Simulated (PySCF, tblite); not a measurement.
**C₅H₈N₂Si: dynamics, then NMR shifts on frames, part 1 of 2**

Aim: move C₅H₈N₂Si (`C=Cc1nccn1[SiH3]`) away from its starting geometry and see how NMR shifts follow the geometry.

Computed with tblite 0.8.0 and PySCF 2.14.0, with density-fitted response routines of our own, on a single molecule in the gas phase. Atoms count from 0, in the outputs and in this text.

## 1. The molecule as given

16 atoms, charge 0, multiplicity 1; geometry from: GFN2-xTB.

Bonds of the start (Å): C0–C1 1.33, C1–C2 1.44, C2–N3 1.31, N3–C4 1.36, C4–C5 1.36, C5–N6 1.37, N6–Si7 1.75, N6–C2 1.38, C0–H8 1.08, C0–H9 1.08, C1–H10 1.08, C4–H11 1.07, C5–H12 1.07, Si7–H13 1.46, Si7–H14 1.46, Si7–H15 1.46.

## 2. Thermal motion with GFN2-xTB

What the job is given:

```
{"job": {"kind": "md", "xc": "GFN2-xTB", "basis": "xTB", "temperature": 300, "steps": 2000, "every": 50, "frames": 5}, "charge": 0, "multiplicity": 1}
C     -1.067779     2.611989    -0.014986
C     -0.988737     1.293825     0.133044
C      0.210116     0.545074    -0.138800
N      1.342313     1.054340    -0.557887
C      2.200923     0.012962    -0.685932
C      1.575685    -1.145647    -0.337930
N      0.289886    -0.821881     0.017864
Si    -0.950900    -1.937245     0.552228
H     -0.212259     3.170326    -0.351929
H     -1.973132     3.155182     0.192472
H     -1.838240     0.714023     0.470959
H      3.207837     0.167587    -1.019106
H      1.924231    -2.157618    -0.311861
H     -1.345513    -1.549697     1.905968
H     -0.318833    -3.251780     0.527809
H     -2.063196    -1.852496    -0.393323
```

With the program's defaults for keys left out, this is: GFN2-xTB Langevin dynamics, gas phase.

Launch:

```bash
$ OMP_NUM_THREADS=1 python probes_run.py task.json out
```

The driver reads the jobs from task.json and runs them one after another.

Standard output:

```text
t/fs     T/K      E/eV
    0.0   244.0   -608.67497
   25.0   134.5   -608.41589
   50.0   184.5   -608.47060
   75.0   227.1   -608.42672
  100.0   191.5   -608.20670
  125.0   223.9   -608.13767
  150.0   228.5   -608.31412
  175.0   224.9   -608.17927
  200.0   282.4   -608.32390
  225.0   284.2   -608.28112
  250.0   260.6   -608.39646
  275.0   271.2   -608.29130
  300.0   256.5   -608.14740
  325.0   309.5   -608.19860
  350.0   400.5   -608.12604
  375.0   222.2   -607.95109
  400.0   399.1   -608.24713
  425.0   212.2   -607.98692
  450.0   271.9   -608.02761
  475.0   342.7   -608.04367
  500.0   283.3   -608.12693
  525.0   253.9   -608.17644
  550.0   277.2   -608.16899
  575.0   242.3   -608.22414
  600.0   268.7   -608.21389
  625.0   351.1   -608.30673
  650.0   248.0   -608.20370
  675.0   261.1   -608.08407
  700.0   257.5   -607.97102
  725.0   346.9   -608.08651
  750.0   279.0   -608.02047
  775.0   319.2   -607.95806
  800.0   395.7   -608.07945
  825.0   422.9   -608.27329
  850.0   270.2   -608.06631
  875.0   226.6   -608.10639
  900.0   347.8   -608.22256
  925.0   360.3   -608.02867
  950.0   394.5   -608.11361
  975.0   452.2   -608.36164
 1000.0   326.1   -608.22035
```

Wall time 22 s (1 thread of Arm Neoverse N1, shared host); peak memory 0.18 GiB.

Distance from the start (root mean square after alignment): 0 fs 0.00 Å, 200 fs 0.31 Å, 400 fs 0.32 Å, 600 fs 0.31 Å, 800 fs 0.29 Å, 1000 fs 0.44 Å.

Positions (Å) and forces (eV/Å) at 1000 fs:

```xyz
16

C    -0.202    3.135    1.149    2.202   -1.948   -0.822
C    -0.851    2.029    0.853   -0.953   -0.113   -0.109
C    -0.231    0.797    0.447    0.608   -0.652    0.071
N     0.824    0.678   -0.315   -0.273   -0.124    0.050
C     1.115   -0.650   -0.343    1.397   -0.027   -1.611
C     0.254   -1.368    0.422    0.488    1.250   -0.559
N    -0.608   -0.441    0.936   -0.128    0.594   -0.420
Si   -1.679   -0.790    2.205   -1.281    0.811    1.807
H     0.879    3.061    1.030   -0.230    0.462    0.235
H    -0.640    3.984    1.494   -0.960    1.996    0.622
H    -1.927    2.047    0.888   -0.338   -0.326    0.189
H     1.920   -0.929   -1.064   -0.800   -0.072    1.068
H     0.203   -2.374    0.703   -0.029   -0.862    0.066
H    -1.133   -0.113    3.431   -0.190   -0.268   -0.445
H    -1.661   -2.215    2.376   -0.049   -0.505    0.001
H    -3.057   -0.253    1.994    0.533   -0.216   -0.142
```

## 3. Shielding tensors: 250 fs, PBE0/pcSseg-1

What the job is given:

```
{"job": {"kind": "nmr", "xc": "PBE0", "basis": "pcSseg-1", "pop": false}, "charge": 0, "multiplicity": 1}
C     -1.169500     2.643100     0.077200
C     -1.334600     1.308200     0.163800
C     -0.211900     0.430800     0.074300
N      1.037600     0.863400    -0.062300
C      1.862300    -0.193500    -0.053000
C      1.090000    -1.343900    -0.002000
N     -0.246900    -0.970800     0.102700
Si    -1.515700    -2.177800     0.103000
H     -0.186800     3.018800    -0.219700
H     -1.965400     3.387000     0.325900
H     -2.262500     0.872800     0.518600
H      2.927000    -0.143800    -0.150700
H      1.401100    -2.348000     0.040400
H     -2.611300    -1.747000     0.984500
H     -0.929200    -3.464400     0.480300
H     -1.972500    -2.185600    -1.331400
```

Level: GIAO PBE0/pcSseg-1 NMR shielding, non-relativistic, gas phase.

Standard output:

```text
coarse grid: 14144 points
cycle   1  E = -593.6964084851  dE =  1.246e+00  |g| = 4.329e-01  |ddm| = 3.779e+00
cycle   2  E = -593.6365633394  dE =  5.985e-02  |g| = 6.779e-01  |ddm| = 1.216e+00
cycle   3  E = -593.7423373095  dE = -1.058e-01  |g| = 1.378e-01  |ddm| = 7.988e-01
cycle   4  E = -593.7463850322  dE = -4.048e-03  |g| = 3.757e-02  |ddm| = 1.284e-01
cycle   5  E = -593.7466699694  dE = -2.849e-04  |g| = 1.327e-02  |ddm| = 3.726e-02
cycle   6  E = -593.7467045173  dE = -3.455e-05  |g| = 3.809e-03  |ddm| = 1.210e-02
cycle   7  E = -593.7467078158  dE = -3.298e-06  |g| = 7.145e-04  |ddm| = 3.597e-03
final grid: 132928 points
cycle   8  E = -593.7909085363  dE = -3.172e-05  |g| = 6.531e-03  |ddm| = 3.343e-02
cycle   9  E = -593.7909062304  dE =  2.306e-06  |g| = 7.327e-03  |ddm| = 1.415e-02
cycle  10  E = -593.7909192575  dE = -1.303e-05  |g| = 1.259e-03  |ddm| = 7.942e-03
cycle  11  E = -593.7909196177  dE = -3.602e-07  |g| = 2.718e-04  |ddm| = 1.332e-03
cycle  12  E = -593.7909196321  dE = -1.438e-08  |g| = 1.159e-04  |ddm| = 2.868e-04
cycle  13  E = -593.7909196348  dE = -2.746e-09  |g| = 3.142e-05  |ddm| = 1.036e-04
cycle  14  E = -593.7909196350  dE = -1.980e-10  |g| = 1.214e-05  |ddm| = 3.811e-05
converged SCF energy = -593.7909196350

GIAO shielding tensors (ppm)
atom      isotropic    diamagn.    paramagn.     s11        s22        s33       span
  0 C       52.980     253.003    -200.023    -59.167     54.330    163.776    222.944
  1 C       56.711     254.715    -198.004    -57.634     69.029    158.739    216.373
  2 C       29.056     254.747    -225.691    -30.477     25.538     92.108    122.585
  3 N      -48.578     333.912    -382.490   -287.363    -99.588    241.217    528.580
  4 C       46.370     255.635    -209.265    -43.298     52.896    129.512    172.809
  5 C       52.549     254.830    -202.281    -32.558     69.583    120.623    153.181
  6 N       91.892     335.539    -243.647     -3.715     79.864    199.525    203.240
  7 Si     404.579     880.705    -476.127    367.657    398.702    447.378     79.721
  8 H       23.787      30.538      -6.751     20.390     22.551     28.421      8.031
  9 H       25.104      26.606      -1.502     22.918     24.253     28.141      5.223
 10 H       24.995      31.702      -6.707     22.085     23.192     29.707      7.623
 11 H       24.030      31.848      -7.818     21.763     23.694     26.632      4.870
 12 H       25.036      33.309      -8.274     22.344     24.837     27.926      5.582
 13 H       26.340      29.477      -3.137     22.478     25.710     30.832      8.354
 14 H       26.476      29.099      -2.623     22.289     25.938     31.202      8.913
 15 H       26.081      28.644      -2.563     22.790     24.071     31.383      8.593
```

It took 41 s on 1 thread of Arm Neoverse N1, shared host; peak memory 0.83 GiB.

The references, computed at this level on geometries of the same kind, shield at (ppm): ¹H TMS 31.72, ¹³C TMS 186.9, ²⁹Si TMS 349.2, ¹⁵N NH3 267.7. Their shielding less the atom's gives the shift. The references are single molecules in the gas phase, so shifts against H2O, NH3, PH3, H3PO4 or CFCl3 are not on the usual liquid scales and can be off by tens of ppm. Each atom is listed at this fixed geometry, with no averaging over motion; a spectrum would average atoms that exchange fast.

| atoms | environment | σ (ppm) | δ (ppm) |
| --- | --- | --- | --- |
| C2 | substituted aromatic carbon next to a ring nitrogen | 29.1 | 157.9 |
| C4 | aromatic CH next to a ring nitrogen | 46.4 | 140.6 |
| C5 | aromatic CH next to a ring nitrogen | 52.5 | 134.4 |
| C0 | terminal =CH2 carbon | 53.0 | 133.9 |
| C1 | alkene CH | 56.7 | 130.2 |
| H8 | hydrogen on a terminal =CH2 carbon | 23.79 | 7.93 |
| H11 | hydrogen on an aromatic CH next to a ring nitrogen | 24.03 | 7.69 |
| H10 | hydrogen on an alkene CH | 24.99 | 6.72 |
| H12 | hydrogen on an aromatic CH next to a ring nitrogen | 25.04 | 6.68 |
| H9 | hydrogen on a terminal =CH2 carbon | 25.10 | 6.61 |
| H15 | hydrogen on a silicon bonded to N | 26.08 | 5.64 |
| H13 | hydrogen on a silicon bonded to N | 26.34 | 5.38 |
| H14 | hydrogen on a silicon bonded to N | 26.48 | 5.24 |
| N3 | pyridine-type nitrogen of an azole | -48.6 | 316.3 |
| N6 | pyrrole-type ring nitrogen | 91.9 | 175.8 |
| Si7 | silicon bonded to N, 3 H | 404.6 | -55.4 |

Ring of atoms C2, N3, C4, C5, N6: NICS(0) -11.1, NICS(1) -10.6, NICS(1)zz -27.4 ppm (means of both faces).

## 4. NMR shieldings: 425 fs, PBE0/pcSseg-1

What the job is given:

```
{"job": {"kind": "nmr", "xc": "PBE0", "basis": "pcSseg-1", "pop": false}, "charge": 0, "multiplicity": 1}
C     -2.157200     2.173200     0.724800
C     -1.837200     1.025900     0.154900
C     -0.622300     0.280100     0.444700
N      0.533600     0.833300     0.641200
C      1.441000    -0.188600     0.549300
C      0.820100    -1.346400     0.275600
N     -0.551200    -1.064100     0.281100
Si    -1.891200    -2.105400     0.312000
H     -1.387000     2.509600     1.404900
H     -3.061200     2.756500     0.385700
H     -2.425500     0.707000    -0.742200
H      2.513300     0.079400     0.586300
H      1.160100    -2.404800     0.240300
H     -2.818100    -1.744600     1.306900
H     -1.470400    -3.519300     0.170700
H     -2.696700    -1.932100    -0.965500
```

Level: GIAO PBE0/pcSseg-1 NMR shielding, non-relativistic, gas phase.

Standard output:

```text
coarse grid: 14144 points
cycle   1  E = -593.6820005216  dE =  1.408e+00  |g| = 4.316e-01  |ddm| = 3.786e+00
cycle   2  E = -593.6351315113  dE =  4.687e-02  |g| = 6.347e-01  |ddm| = 1.146e+00
cycle   3  E = -593.7264784071  dE = -9.135e-02  |g| = 1.395e-01  |ddm| = 7.459e-01
cycle   4  E = -593.7305622435  dE = -4.084e-03  |g| = 3.824e-02  |ddm| = 1.326e-01
cycle   5  E = -593.7308664078  dE = -3.042e-04  |g| = 1.154e-02  |ddm| = 3.770e-02
cycle   6  E = -593.7308913006  dE = -2.489e-05  |g| = 3.755e-03  |ddm| = 1.089e-02
cycle   7  E = -593.7308944864  dE = -3.186e-06  |g| = 4.162e-04  |ddm| = 3.152e-03
final grid: 132928 points
cycle   8  E = -593.7748496539  dE = -2.841e-05  |g| = 6.260e-03  |ddm| = 3.316e-02
cycle   9  E = -593.7748480990  dE =  1.555e-06  |g| = 6.897e-03  |ddm| = 1.273e-02
cycle  10  E = -593.7748594395  dE = -1.134e-05  |g| = 8.991e-04  |ddm| = 6.886e-03
cycle  11  E = -593.7748596110  dE = -1.716e-07  |g| = 2.449e-04  |ddm| = 8.943e-04
cycle  12  E = -593.7748596230  dE = -1.200e-08  |g| = 8.314e-05  |ddm| = 2.343e-04
cycle  13  E = -593.7748596243  dE = -1.270e-09  |g| = 3.237e-05  |ddm| = 8.599e-05
cycle  14  E = -593.7748596246  dE = -2.412e-10  |g| = 7.365e-06  |ddm| = 3.560e-05
converged SCF energy = -593.7748596246

GIAO shielding tensors (ppm)
atom      isotropic    diamagn.    paramagn.     s11        s22        s33       span
  0 C       51.517     257.259    -205.742    -73.326     65.611    162.266    235.591
  1 C       48.381     258.396    -210.015    -73.150     68.038    150.255    223.405
  2 C       31.344     255.253    -223.909    -41.274     28.674    106.631    147.904
  3 N      -46.836     333.401    -380.238   -259.405   -102.243    221.139    480.544
  4 C       48.684     256.380    -207.696    -29.317     46.655    128.713    158.030
  5 C       60.156     253.504    -193.348    -14.850     70.417    124.900    139.750
  6 N      104.884     335.263    -230.379      9.790    109.989    194.872    185.082
  7 Si     416.354     880.704    -464.350    369.706    398.523    480.834    111.128
  8 H       24.295      31.028      -6.733     19.817     23.321     29.746      9.929
  9 H       24.511      27.029      -2.518     21.653     23.832     28.050      6.397
 10 H       24.389      31.190      -6.802     21.403     23.177     28.586      7.184
 11 H       23.859      30.872      -7.012     20.918     24.564     26.097      5.179
 12 H       24.347      30.785      -6.438     21.083     25.044     26.913      5.830
 13 H       27.370      29.205      -1.835     23.438     25.975     32.698      9.260
 14 H       26.305      28.246      -1.941     22.291     25.509     31.115      8.824
 15 H       26.150      28.946      -2.797     22.794     24.822     30.833      8.040
```

It took 39 s on 1 thread of Arm Neoverse N1, shared host; peak memory 0.85 GiB.

In short: δ C2 155.6, C1 138.5, C4 138.2, C0 135.4, H11 7.86, H8 7.42 ppm.

(Continued in part 2 of 2.)
